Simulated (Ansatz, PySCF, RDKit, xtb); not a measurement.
**Which structure has the formula C2H6Sn?**

Only the formula C2H6Sn is given. Aim: find the structure of lowest free energy at 400 K, then its properties.

Plan: many cheap relaxations first (GFN2-xTB), then density-functional screening, relaxation at PBE-D3(BJ)/def2-SVP, vibrations and a final energy. The numbers are computed, not measured.

3 further runs of the same task are left out: 3 set aside as unsound or not needed.

**1. Drawing up candidates**

All bonding patterns within simple valence rules are listed by program: one Lewis structure each, at most two rings and one unusual centre or charged pair. O–O, O–halogen and N–halogen bonds and N–N–N chains are not drawn. That gives 14 candidates.

```csv
label,SMILES,spin
c003,[CH][CH2][SnH3],triplet
c029,C[C][SnH3],triplet
c104,[CH][CH2][SnH3],singlet
c168,C[C][SnH3],singlet
c182,[CH][SnH2][CH3],triplet
c217,C[CH]=[SnH2],singlet
c330,C[CH2][SnH],singlet
c361,[CH2]1[CH2][SnH2]1,singlet
c420,C[CH2][SnH],triplet
c423,C=[CH][SnH3],singlet
c438,[CH2]=[SnH][CH3],singlet
c558,[CH3][Sn][CH3],singlet
c860,[CH][SnH2][CH3],singlet
c974,[CH3][Sn][CH3],triplet
```

Candidates are built by distance geometry, with a force field where one applies, in up to four conformers (letters a to d). 3 starts with atoms placed at random are added, to find patterns that the rules miss.

Q: Predict the outcome of this search (final energies at CCSD(T)/def2-TZVP).

| quantity | value |
| --- | --- |
| lowest structure found | [CH3][Sn][CH3], singlet, C2 |
| next finalist | C[CH2][SnH], singlet, 11.5 kcal/mol higher in G |
| share at equilibrium, among the finalists | 100.0 % |
| harmonic wavenumbers, lowest and highest (PBE-D3(BJ)/def2-SVP) | 31 and 3089 cm⁻¹ |
| rotational constants, same geometry | 0.2511, 0.1923, 0.1136 cm⁻¹ |
| dipole moment (PBE0/def2-TZVPD) | 0.01 D |
| HOMO energy (PBE0/def2-TZVPD) | -6.01 eV |
| LUMO energy (PBE0/def2-TZVPD) | -2.38 eV |
| HOMO–LUMO gap (PBE0/def2-TZVPD) | 3.63 eV |
| lowest excitation (TD-CAM-B3LYP/def2-SVPD) | 2.38 eV (f = 0.021) |
| strongest of the states computed, same level | 6.07 eV (f = 0.345) |
| lowest triplet excitation, same level, Tamm-Dancoff | 1.48 eV |
| vertical ionisation energy | 7.95 eV |
| vertical electron affinity | 0.73 eV |
| vertical triplet less singlet | +1.54 eV |

`[CH3][Sn][CH3]` comes out lowest. Among the finalists first place is clear (11.5 kcal/mol); structures outside the list aren't covered. HF/STO-3G, r2SCAN-D4/def2-SVP, PBE-D3(BJ)/def2-SVP, HF/def2-TZVP and MP2/def2-TZVP already put its bonding pattern lowest among the structures in one piece; GFN2-xTB favours the singlet C[CH2][SnH]. Spin-orbit coupling, which matters for elements this heavy, is left out. Lowest found is not proven lowest: the search is finite, and each finalist counts with one conformer. Patterns outside the rules of the enumeration were met only by chance.
